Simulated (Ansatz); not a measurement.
# Cl2GaH: the cost of one run

Program: Ansatz 0.2.0. Level of theory: RKS PBE/def2-SVP. These are calculated values, not measurements.

**1. The structure to begin with**

Bond lengths: Ga1–H2 1.770 Å, Ga1–Cl3 2.440 Å, Ga1–Cl4 2.240 Å. Angles: H2–Ga1–Cl3 49.7°, H2–Ga1–Cl4 150.9°, Cl3–Ga1–Cl4 159.4°.

As a file:

```xyz
4

Ga    0.0000    0.0000    0.0000
H     0.9098    0.0000    1.5183
Cl    2.4075    0.0000    0.3969
Cl   -1.9398    0.0000   -1.1200
```

**2. Pulling towards end A**

Springs on the bonds that form and break draw the guess towards this end; the thresholds are loose.

The input, input.yaml:

```yaml
crystal:
  periodic: [false, false, false]
  atoms:
    - { symbol: Ga, position_ang: [0.0, 0.0, 0.0] }
    - { symbol: H, position_ang: [0.9098, 0.0, 1.5183] }
    - { symbol: Cl, position_ang: [2.4075, 0.0, 0.3969] }
    - { symbol: Cl, position_ang: [-1.9398, 0.0, -1.12] }
basis:
  gaussian: { orbitals: def2-SVP }
hamiltonian:
  xc: pbe
relax:
  f_tol: 0.15
  max_steps: 25
  restrain:
    - { distance: [1, 2], at: 2.57, k: 30.0 }
    - { distance: [0, 1], at: 1.57, k: 30.0 }
    - { distance: [0, 2], at: 2.24, k: 30.0 }
```

Run with:

```console
> ansatz run input.yaml --threads 1 --pin off --max-ram 2048MiB --backend cpu --events-out ev --progress --plain --runs-dir out
```

Q: Estimate wall time and peak memory on 1 thread of Intel Xeon 6975P-C (Granite Rapids), shared host.

About 7 s, with a peak of 0.13 GiB.
